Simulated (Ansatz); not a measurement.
# C2H7NSi: up Jacob's ladder to CCSD(T)

The task here is to estimate one member of a computed series from the others.

Program: Ansatz 0.2.0, Gaussian basis. Level of theory: functionals in def2-TZVPP, the program's frozen cores in correlated methods. These are calculated values, not measurements.

Levels to be run: LDA (SPW92), PBE-D4, revPBE-D4, BLYP-D4, r2SCAN-D4, B97M-V, PBE0-D4, B3LYP-D4, r2SCANh-D4, r2SCAN0-D4, HSE06-D4, BHLYP-D4, CAM-B3LYP-D4, LC-ωPBE, ωB97X-V, ωB97M-V, B2PLYP, PBE-QIDH; CCSD(T)/def2-SVP; CCSD(T)/def2-TZVPP; MP2/def2-QZVPP; extrapolation to the limit; RPA on PBE.

## The geometry

The geometry comes from an earlier relaxation with PBE0-D4 in a triple-zeta def2 set; it is a stationary point, not always the lowest conformer.

SMILES `NC1C[SiH2]1`, 11 atoms, charge 0, spin multiplicity 1.

Atoms are counted from 1 here; the program's logs count them from 0.

Bond lengths: N1–C2 1.437 Å, N1–H5 1.011 Å, N1–H6 1.014 Å, C2–C3 1.539 Å, C2–Si4 1.862 Å, C2–H7 1.094 Å, C3–Si4 1.848 Å, C3–H8 1.085 Å, C3–H9 1.086 Å, Si4–H10 1.479 Å, Si4–H11 1.476 Å. Angles: C2–N1–H5 111.6°, C2–N1–H6 111.3°, H5–N1–H6 108.2°, N1–C2–C3 114.5°, N1–C2–Si4 118.4°, N1–C2–H7 118.0°, C3–C2–Si4 65.0°, C3–C2–H7 113.0°, Si4–C2–H7 116.4°, C2–C3–Si4 65.9°, C2–C3–H8 117.0°, C2–C3–H9 114.2°, Si4–C3–H8 120.5°, Si4–C3–H9 117.1°, H8–C3–H9 113.8°, C2–Si4–C3 49.0°, C2–Si4–H10 119.1°, C2–Si4–H11 118.9° and more.

As a file:

```xyz
11

N    -1.3372    0.8261   -0.3142
C     0.0481    0.5874   -0.0151
C     0.2961   -0.5197    1.0252
Si    0.8450   -0.9559   -0.6851
H    -1.4504    1.2883   -1.2060
H    -1.7740    1.4015    0.3975
H     0.7014    1.4542    0.1186
H     1.0251   -0.3117    1.8013
H    -0.6079   -0.9970    1.3906
H     2.2887   -0.9399   -1.0055
H     0.0303   -1.8901   -1.4868
```

Set-up of the first run:

in.yaml

```yaml
crystal:
  periodic: [false, false, false]
  atoms:
    - {symbol: N, position_ang: [-1.337217, 0.826076, -0.314151]}
    - {symbol: C, position_ang: [0.048130, 0.587387, -0.015126]}
    - {symbol: C, position_ang: [0.296138, -0.519690, 1.025200]}
    - {symbol: Si, position_ang: [0.844954, -0.955872, -0.685052]}
    - {symbol: H, position_ang: [-1.450353, 1.288254, -1.205983]}
    - {symbol: H, position_ang: [-1.773953, 1.401479, 0.397493]}
    - {symbol: H, position_ang: [0.701428, 1.454152, 0.118637]}
    - {symbol: H, position_ang: [1.025095, -0.311653, 1.801261]}
    - {symbol: H, position_ang: [-0.607948, -0.996975, 1.390622]}
    - {symbol: H, position_ang: [2.288737, -0.939911, -1.005460]}
    - {symbol: H, position_ang: [0.030288, -1.890147, -1.486841]}
basis:
  gaussian: {orbitals: def2-TZVPP}
hamiltonian: {xc: lda}
output: {orbitals: {seedname: orbitals}}
```

The run is started by

```console
> ansatz run in.yaml --threads 2 --pin off --events-out ev --progress --plain --max-ram 4352MiB
```

Among the steps run: LDA; PBE-D4 (GGA); revPBE-D4 (GGA); BLYP-D4 (GGA); r2SCAN-D4 (meta-GGA); B97M-V (meta-GGA); B3LYP-D4 (hybrid); r2SCANh-D4 (hybrid); r2SCAN0-D4 (hybrid); HSE06-D4 (hybrid); BHLYP-D4 (hybrid); CAM-B3LYP-D4 (range-separated); LC-ωPBE (range-separated); ωB97X-V (range-separated); ωB97M-V (range-separated); B2PLYP (double hybrid); PBE-QIDH (double hybrid).

One of the session's tables, all rows but one given; the rest of the session is left out.

```
  functional  HOMO (eV)  LUMO (eV)  gap (eV)
 LDA (SPW92)      -5.23      -0.67      4.57
      PBE-D4      -5.12      -0.50      4.63
   revPBE-D4      -5.08      -0.42      4.65
     BLYP-D4      -5.01      -0.40      4.60
   r2SCAN-D4      -5.35      -0.18      5.17
      B97M-V      -5.47      -0.36      5.11
     PBE0-D4      -6.34       0.31      6.65
    B3LYP-D4      -6.14       0.08      6.21
  r2SCANh-D4      -5.81       0.10      5.91
  r2SCAN0-D4          ?          ?         ?
    HSE06-D4      -5.94      -0.06      5.88
    BHLYP-D4      -7.42       1.09      8.51
CAM-B3LYP-D4      -7.67       1.23      8.90
     LC-ωPBE      -8.98       2.35     11.34
     ωB97X-V      -8.66       2.23     10.89
     ωB97M-V      -8.54       1.93     10.47
```

Estimate the missing values for r2SCAN0-D4.

Worked estimate for «HOMO (eV)». Against the share of exact exchange, r2SCAN-D4 (0, -5.35), r2SCANh-D4 (0.1, -5.81) give a slope of -4.60 per unit share; at 0.25 the line stands at -6.50.

As computed: HOMO (eV): -6.48; LUMO (eV): 0.51; gap (eV): 6.99. In «HOMO (eV)» the line misses by -0.02.
